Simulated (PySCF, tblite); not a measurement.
# C4H13ClGeSi2: geometry, infrared bands and NMR shifts

What infrared bands and NMR shifts should C4H13ClGeSi2 (`C=C(C)[Si@](C)([GeH3])[SiH2]Cl`) show?

The runs use tblite 0.8.0 and PySCF 2.14.0, with density-fitted response routines of our own; the level of theory stands in each step. All values are computed, except where a source is named. Atoms count from 0, in the outputs and in this text.

### Step 1. The starting structure

21 atoms, charge 0, multiplicity 1; geometry from: force field or distance geometry start.

Bonds of the start (Å): C0–C1 1.35, C1–C2 1.48, C1–Si3 1.87, Si3–C4 1.85, Si3–Ge5 2.32, Si3–Si6 2.23, Si6–Cl7 2.09, C0–H8 1.09, C0–H9 1.10, C2–H10 1.12, C2–H11 1.10, C2–H12 1.11, C4–H13 1.11, C4–H14 1.11, C4–H15 1.11, Ge5–H16 1.55, Ge5–H17 1.55, Ge5–H18 1.55, Si6–H19 1.48, Si6–H20 1.47.

### Step 2. Relaxing the molecule with GFN2-xTB

Job settings and geometry (Å):

```
{"job": {"kind": "relax", "xc": "GFN2-xTB", "basis": "xTB"}, "charge": 0, "multiplicity": 1}
C     -1.699000    -0.540800     1.434200
C     -1.311800    -0.096500     0.225100
C     -2.322000     0.272100    -0.795100
Si     0.514300     0.037900    -0.129900
C      0.864900     0.631500    -1.847500
Ge     1.488200    -2.046700     0.149500
Si     1.437100     1.460900     1.321400
Cl     0.529900     3.334100     1.118600
H     -0.982800    -0.818800     2.200400
H     -2.768600    -0.624700     1.674600
H     -2.973300     1.094700    -0.411400
H     -1.862900     0.617200    -1.737600
H     -2.974500    -0.601500    -1.020800
H      0.432200     1.642100    -1.997000
H      0.423200    -0.062900    -2.588000
H      1.960700     0.687000    -1.996400
H      1.249600    -2.533300     1.605000
H      0.860700    -3.049500    -0.851600
H      3.015700    -1.927300    -0.104600
H      1.237500     0.962300     2.699800
H      2.872100     1.579200     1.050900
```

On the command line:

```bash
$ OMP_NUM_THREADS=1 python probes_run.py task.json out
```

The driver reads the jobs from task.json and runs them one after another.

Log:

```text
step      E/eV     max force
  0    -683.07468    1.545
  1    -683.21790    0.843
  2    -683.29453    0.594
  3    -683.33314    0.422
  4    -683.38562    0.582
  5    -683.41970    0.430
  6    -683.45526    0.495
  7    -683.48035    0.399
  8    -683.50098    0.379
  9    -683.51639    0.447
 10    -683.52606    0.332
 11    -683.53111    0.227
 12    -683.53494    0.257
 13    -683.53872    0.204
 14    -683.54165    0.115
 15    -683.54327    0.092
 16    -683.54414    0.073
 17    -683.54493    0.073
 18    -683.54596    0.086
 19    -683.54711    0.089
 20    -683.54813    0.099
 21    -683.54883    0.091
 22    -683.54928    0.064
 23    -683.54959    0.037
 24    -683.54982    0.033
 25    -683.55000    0.029
 26    -683.55014    0.036
 27    -683.55026    0.035
 28    -683.55038    0.030
 29    -683.55052    0.028
 30    -683.55067    0.037
 31    -683.55086    0.053
 32    -683.55109    0.063
 33    -683.55138    0.063
 34    -683.55173    0.057
 35    -683.55207    0.052
 36    -683.55234    0.052
 37    -683.55253    0.043
 38    -683.55268    0.029
 39    -683.55283    0.025
 40    -683.55296    0.032
 41    -683.55307    0.031
 42    -683.55315    0.020
 43    -683.55322    0.019
 44    -683.55327    0.014
 45    -683.55333    0.019
 46    -683.55337    0.015
 47    -683.55341    0.018
 48    -683.55346    0.021
 49    -683.55353    0.024
 50    -683.55365    0.033
 51    -683.55381    0.034
 52    -683.55397    0.029
 53    -683.55411    0.030
 54    -683.55424    0.030
 55    -683.55439    0.034
 56    -683.55457    0.037
 57    -683.55475    0.029
 58    -683.55493    0.033
 59    -683.55518    0.041
 60    -683.55564    0.065
 61    -683.55639    0.081
 62    -683.55727    0.083
 63    -683.55825    0.084
 64    -683.55933    0.090
 65    -683.56044    0.165
 66    -683.56191    0.185
 67    -683.56413    0.133
 68    -683.56709    0.115
 69    -683.56879    0.181
 70    -683.57255    0.143
 71    -683.57617    0.207
 72    -683.57948    0.182
 73    -683.58125    0.148
 74    -683.58274    0.111
 75    -683.58456    0.086
 76    -683.58741    0.123
 77    -683.58918    0.117
 78    -683.59141    0.106
 79    -683.59376    0.124
 80    -683.59710    0.128
 81    -683.59914    0.267
 82    -683.60239    0.235
 83    -683.60622    0.173
 84    -683.61098    0.143
 85    -683.61342    0.107
 86    -683.61585    0.146
 87    -683.61737    0.142
 88    -683.61915    0.083
 89    -683.62038    0.071
 90    -683.62241    0.096
 91    -683.62377    0.109
 92    -683.62582    0.111
 93    -683.62793    0.203
 94    -683.62953    0.081
 95    -683.63093    0.080
 96    -683.63302    0.104
 97    -683.63496    0.124
 98    -683.63691    0.125
 99    -683.63835    0.073
100    -683.63953    0.071
101    -683.64079    0.102
102    -683.64233    0.111
103    -683.64378    0.089
104    -683.64478    0.075
105    -683.64540    0.060
106    -683.64597    0.068
107    -683.64677    0.087
108    -683.64773    0.094
109    -683.64861    0.099
110    -683.64935    0.077
111    -683.65013    0.059
112    -683.65098    0.061
113    -683.65174    0.050
114    -683.65220    0.051
115    -683.65250    0.049
116    -683.65281    0.046
117    -683.65319    0.042
118    -683.65357    0.041
119    -683.65382    0.031
120    -683.65397    0.032
121    -683.65408    0.025
122    -683.65422    0.026
123    -683.65438    0.031
124    -683.65457    0.034
125    -683.65478    0.034
126    -683.65505    0.036
127    -683.65537    0.044
128    -683.65573    0.048
129    -683.65606    0.042
130    -683.65638    0.036
131    -683.65673    0.052
132    -683.65718    0.054
133    -683.65770    0.051
134    -683.65820    0.049
135    -683.65865    0.043
136    -683.65908    0.042
137    -683.65949    0.036
138    -683.65986    0.032
139    -683.66022    0.050
140    -683.66061    0.072
141    -683.66107    0.069
142    -683.66155    0.043
143    -683.66197    0.038
144    -683.66221    0.052
145    -683.66250    0.062
146    -683.66284    0.048
147    -683.66314    0.044
148    -683.66336    0.032
149    -683.66353    0.036
150    -683.66369    0.035
151    -683.66384    0.022
152    -683.66398    0.024
153    -683.66413    0.031
154    -683.66432    0.040
155    -683.66456    0.038
156    -683.66482    0.032
157    -683.66508    0.029
158    -683.66533    0.041
159    -683.66555    0.038
160    -683.66571    0.028
161    -683.66585    0.030
162    -683.66599    0.027
163    -683.66622    0.031
164    -683.66645    0.033
165    -683.66665    0.031
166    -683.66684    0.035
167    -683.66705    0.033
168    -683.66731    0.033
169    -683.66753    0.034
170    -683.66769    0.037
171    -683.66782    0.042
172    -683.66795    0.036
173    -683.66805    0.025
174    -683.66814    0.017
175    -683.66819    0.016
176    -683.66822    0.018
177    -683.66824    0.014
178    -683.66826    0.010
```

Wall time 4.2 s (1 thread of Arm Neoverse N1, shared host); peak memory 0.18 GiB.

Step by step: (not every step is listed)

| step | energy from step 0 (eV) | largest force (eV/Å) |
| --- | --- | --- |
| 0 | 0.0000 | 1.5452 |
| 1 | -0.1432 | 0.8428 |
| 2 | -0.2199 | 0.5941 |
| 3 | -0.2585 | 0.4219 |
| 4 | -0.3109 | 0.5816 |
| 5 | -0.3450 | 0.4303 |
| 6 | -0.3806 | 0.4953 |
| 7 | -0.4057 | 0.3992 |
| 8 | -0.4263 | 0.3791 |
| 24 | -0.4751 | 0.0329 |
| 40 | -0.4783 | 0.0316 |
| 56 | -0.4799 | 0.0374 |
| 72 | -0.5048 | 0.1824 |
| 88 | -0.5445 | 0.0835 |
| 104 | -0.5701 | 0.0751 |
| 120 | -0.5793 | 0.0318 |
| 136 | -0.5844 | 0.0420 |
| 152 | -0.5893 | 0.0241 |
| 168 | -0.5926 | 0.0333 |
| 173 | -0.5934 | 0.0247 |
| 174 | -0.5935 | 0.0170 |
| 175 | -0.5935 | 0.0164 |
| 176 | -0.5935 | 0.0181 |
| 177 | -0.5936 | 0.0136 |
| 178 | -0.5936 | 0.0100 |

Close pairs (by a distance rule), those that changed most:

| bond | before (Å) | after (Å) | change (Å) |
| --- | --- | --- | --- |
| Si3–Si6 | 2.232 | 2.340 | +0.108 |
| Si3–C4 | 1.851 | 1.914 | +0.063 |
| Si6–Cl7 | 2.091 | 2.032 | -0.060 |
| Ge5–H18 | 1.553 | 1.502 | -0.051 |
| Ge5–H16 | 1.553 | 1.502 | -0.051 |
| Ge5–H17 | 1.550 | 1.502 | -0.047 |
| Si3–Ge5 | 2.318 | 2.363 | +0.045 |
| C1–Si3 | 1.865 | 1.903 | +0.038 |

The end geometry stands in the next job.

### Step 3. Harmonic vibrations with GFN2-xTB

Job settings and geometry (Å):

```
{"job": {"kind": "ir", "xc": "GFN2-xTB", "basis": "xTB"}, "charge": 0, "multiplicity": 1}
C     -1.839157    -1.278535     0.800644
C     -1.357205    -0.228984     0.149042
C     -2.255065     0.845744    -0.383043
Si     0.515055     0.005439    -0.101550
C      0.836461     0.405870    -1.945339
Ge     1.599668    -2.035390     0.390891
Si     1.327274     1.727231     1.259749
Cl     0.257249     3.424263     0.939488
H     -1.191945    -2.054154     1.185039
H     -2.895535    -1.417272     0.976502
H     -1.983655     1.810109     0.043468
H     -2.146405     0.923141    -1.463768
H     -3.298529     0.641041    -0.152074
H      0.406868     1.361831    -2.231187
H      0.415712    -0.357598    -2.595617
H      1.904409     0.453225    -2.143623
H      1.670929    -2.405005     1.845454
H      1.035756    -3.276540    -0.240412
H      3.043511    -2.090957    -0.020646
H      1.226158     1.467374     2.697762
H      2.719528     2.096110     0.988748
```

Log:

```text
mode    cm-1     km/mol
  1      14.2      1.20
  2      36.2      0.16
  3      63.5      2.96
  4      83.5      0.51
  5      90.9      0.33
  6     100.4      0.45
  7     106.5      2.38
  8     127.5      0.62
  9     137.3      5.97
 10     144.4      8.03
 11     161.9      0.30
 12     237.9      0.46
 13     320.3      7.64
 14     343.3     29.11
 15     348.1      8.41
 16     363.6     32.68
 17     390.8     14.69
 18     405.9     15.55
 19     440.7    132.17
 20     500.7      4.43
 21     570.5     10.10
 22     627.6     21.26
 23     665.0    414.94
 24     676.5    152.71
 25     724.5     61.05
 26     781.9    327.48
 27     796.4    208.99
 28     805.2    171.32
 29     822.3    373.19
 30     895.4     70.84
 31     897.3     82.99
 32     907.7    119.91
 33     957.6     10.52
 34    1011.8     16.10
 35    1038.2      1.29
 36    1204.8      1.33
 37    1358.0     11.44
 38    1398.9      4.35
 39    1416.0      1.11
 40    1475.5      2.21
 41    1476.3      1.64
 42    1482.3      3.91
 43    1489.0      2.40
 44    1675.1      2.79
 45    1912.8    276.49
 46    2005.8    526.68
 47    2008.2    458.38
 48    2203.7    327.21
 49    2227.5    135.01
 50    3009.5     17.66
 51    3019.4     21.43
 52    3022.2     19.06
 53    3024.2      4.17
 54    3026.7     30.92
 55    3034.1     21.14
 56    3050.8     28.44
 57    3077.5     62.29
```

It took 2.5 s on 1 thread of Arm Neoverse N1, shared host; peak memory 0.18 GiB.

The strongest bands and the atoms that carry them (share of the mass-weighted mode):

| cm⁻¹ | km/mol | atoms |
| --- | --- | --- |
| 665 | 414.9 | H20 29 %, H19 28 %, H8 18 %, H9 14 % |
| 782 | 327.5 | H19 20 %, H20 20 %, H13 15 %, H14 10 % |
| 796 | 209.0 | H15 39 %, H14 17 %, C4 14 % |
| 822 | 373.2 | H17 23 %, H16 21 %, H18 21 %, H13 13 % |
| 1913 | 276.5 | H17 35 %, H16 33 %, H18 31 % |
| 2006 | 526.7 | H17 62 %, H16 28 % |
| 2008 | 458.4 | H18 60 %, H16 37 % |
| 2204 | 327.2 | H20 63 %, H19 33 % |

### Step 4. NMR shieldings: PBE0/pcSseg-1

Same as in step 3 but for these lines:

```diff
@@ -1,2 +1,2 @@
-{"job": {"kind": "ir", "xc": "GFN2-xTB", "basis": "xTB"}, "charge": 0, "multiplicity": 1}
+{"job": {"kind": "nmr", "xc": "PBE0", "basis": "pcSseg-1"}, "charge": 0, "multiplicity": 1}
 C     -1.839157    -1.278535     0.800644
```

With the program's defaults for keys left out, this is: GIAO PBE0/pcSseg-1 NMR shielding, non-relativistic, gas phase.

Log:

```text
coarse grid: 79416 points
cycle   1  E = -3275.2482440205  dE = -1.543e-01  |g| = 9.411e-01  |ddm| = 4.211e+00
cycle   2  E = -3275.2141059700  dE =  3.414e-02  |g| = 9.566e-01  |ddm| = 1.237e+00
cycle   3  E = -3275.3399883466  dE = -1.259e-01  |g| = 9.427e-02  |ddm| = 8.332e-01
cycle   4  E = -3275.3417493946  dE = -1.761e-03  |g| = 4.066e-02  |ddm| = 1.571e-01
cycle   5  E = -3275.3421550206  dE = -4.056e-04  |g| = 1.248e-02  |ddm| = 4.852e-02
cycle   6  E = -3275.3421959665  dE = -4.095e-05  |g| = 2.303e-03  |ddm| = 1.433e-02
cycle   7  E = -3275.3421972856  dE = -1.319e-06  |g| = 7.357e-04  |ddm| = 3.096e-03
final grid: 163304 points
cycle   8  E = -3275.3421134735  dE = -1.682e-08  |g| = 9.722e-04  |ddm| = 2.994e-03
cycle   9  E = -3275.3421132981  dE =  1.754e-07  |g| = 1.361e-03  |ddm| = 2.322e-03
cycle  10  E = -3275.3421136530  dE = -3.549e-07  |g| = 1.846e-04  |ddm| = 1.325e-03
cycle  11  E = -3275.3421136613  dE = -8.261e-09  |g| = 2.559e-05  |ddm| = 1.589e-04
cycle  12  E = -3275.3421136614  dE = -1.646e-10  |g| = 2.650e-06  |ddm| = 3.506e-05
converged SCF energy = -3275.3421136614

GIAO shielding tensors (ppm)
atom      isotropic    diamagn.    paramagn.     s11        s22        s33       span
  0 C       50.189     254.022    -203.833    -60.047     71.141    139.473    199.520
  1 C       33.447     265.086    -231.638    -78.590      8.751    170.182    248.772
  2 C      158.841     246.950     -88.108    142.478    150.010    184.036     41.558
  3 Si     387.536     882.837    -495.301    340.865    396.479    425.263     84.398
  4 C      190.882     253.888     -63.007    184.052    191.200    197.393     13.342
  5 Ge    1712.358    2758.627   -1046.270   1678.310   1699.546   1759.217     80.907
  6 Si     376.981     878.400    -501.419    320.983    371.068    438.891    117.908
  7 Cl    1059.068    1148.647     -89.579    989.687   1087.507   1100.010    110.323
  8 H       26.128      33.461      -7.332     22.532     24.622     31.232      8.700
  9 H       25.637      31.206      -5.569     22.792     24.689     29.429      6.636
 10 H       29.184      30.235      -1.051     23.080     29.783     34.689     11.608
 11 H       29.589      30.429      -0.840     25.206     29.628     33.932      8.726
 12 H       29.684      29.817      -0.133     25.714     27.681     35.655      9.941
 13 H       30.724      31.637      -0.913     25.794     28.887     37.490     11.695
 14 H       31.231      31.608      -0.377     26.886     28.594     38.213     11.327
 15 H       31.418      30.855       0.563     26.745     28.699     38.809     12.064
 16 H       28.636      30.701      -2.065     21.976     23.142     40.791     18.815
 17 H       28.559      30.726      -2.167     22.067     23.034     40.576     18.509
 18 H       28.791      30.205      -1.414     21.990     23.357     41.027     19.036
 19 H       26.388      28.640      -2.252     21.656     26.070     31.438      9.782
 20 H       26.367      28.435      -2.068     21.678     25.925     31.497      9.819
```

It took 2 min on 1 thread of Arm Neoverse N1, shared host; peak memory 1.1 GiB.

Shifts follow as δ = σ(reference) − σ, with reference shieldings (ppm) from runs at the same level and on the same kind of geometry: ¹H TMS 31.72, ¹³C TMS 186.9, ²⁹Si TMS 349.2, ⁷³Ge GeMe4 1331, ³⁵Cl HCl 950. The references are single molecules in the gas phase. Atoms listed in one row are averaged.

| atoms | environment | σ (ppm) | δ (ppm) |
| --- | --- | --- | --- |
| C1 | fully substituted alkene carbon | 33.4 | 153.5 |
| C0 | terminal =CH2 carbon | 50.2 | 136.7 |
| C2 | allylic methyl carbon | 158.8 | 28.1 |
| C4 | methyl carbon bonded to Si | 190.9 | -4.0 |
| H9 | hydrogen on a terminal =CH2 carbon | 25.64 | 6.08 |
| H8 | hydrogen on a terminal =CH2 carbon | 26.13 | 5.59 |
| H20 | hydrogen on a silicon bonded to Cl, Si | 26.37 | 5.35 |
| H19 | hydrogen on a silicon bonded to Cl, Si | 26.39 | 5.33 |
| H16, H17, H18 | hydrogen on a germanium bonded to Si | 28.66 | 3.05 |
| H10, H11, H12 | hydrogen on an allylic methyl carbon | 29.49 | 2.23 |
| H13, H14, H15 | hydrogen on a methyl carbon bonded to Si | 31.12 | 0.59 |
| Si6 | silicon bonded to Cl, Si, 2 H | 377.0 | -27.8 |
| Si3 | silicon bonded to 2 C, Ge, Si | 387.5 | -38.4 |
| Ge5 | germanium bonded to Si, 3 H | 1712 | -381 |
| Cl7 | chlorine bonded to Si | 1059 | -109 |

Charges from the same density, by scheme (e):

| atoms | Mulliken | IAO | Hirshfeld | ESP fit |
| --- | --- | --- | --- | --- |
| C0 | -0.08 | -0.30 | -0.10 | -0.55 |
| C1 | -0.62 | -0.22 | -0.08 | 0.13 |
| C2 | -0.18 | -0.42 | -0.12 | -0.37 |
| Si3 | 0.47 | 0.50 | 0.22 | 0.29 |
| C4 | -0.60 | -0.69 | -0.21 | -0.62 |
| Ge5 | -0.20 | 0.15 | 0.18 | 0.07 |
| Si6 | 0.51 | 0.51 | 0.25 | 0.19 |
| Cl7 | -0.33 | -0.32 | -0.12 | -0.18 |

Mayer bond orders: C0–C1 1.98, C1–C2 1.05, C1–Si3 0.82, Si3–C4 0.96, Si3–Ge5 0.89, Si3–Si6 0.89, Si6–Cl7 0.93.

### Step 5. Outcome

```
                                                              quantity                                         value
                             strongest single infrared mode (GFN2-xTB)                         2006 cm⁻¹, 527 km/mol
                                          zero-point energy (GFN2-xTB)                                 91.8 kcal/mol
                                ¹³C shifts against TMS (PBE0/pcSseg-1)                  153.5, 136.7, 28.1, -4.0 ppm
¹H shifts against TMS (PBE0/pcSseg-1, means over atoms taken as alike)  6.08, 5.59, 5.35, 5.33, 3.05, 2.23, 0.59 ppm
                               ²⁹Si shifts against TMS (PBE0/pcSseg-1)                              -27.8, -38.4 ppm
                             ⁷³Ge shifts against GeMe4 (PBE0/pcSseg-1)                                      -381 ppm
                               ³⁵Cl shifts against HCl (PBE0/pcSseg-1)                                      -109 ppm
```

What this shows: The optimisation took 178 steps and gained 0.594 eV; among the close pairs (by a distance rule), Si3–Si6 changed most, from 2.232 to 2.340 Å. All 57 modes are real, so the xTB geometry is a minimum. GFN2-xTB is a fitted tight-binding method: band positions and strengths are rough. Its intensities can rank the bands wrongly. The most deshielded carbon is C1 (fully substituted alkene carbon), at 153.5 ppm: the olefinic region. At PBE0/pcSseg-1: The largest span, 249 ppm, is at C1, where the paramagnetic term is -232 ppm. Spin-orbit coupling is left out, which matters for shieldings and couplings at and beside the heavy atoms.
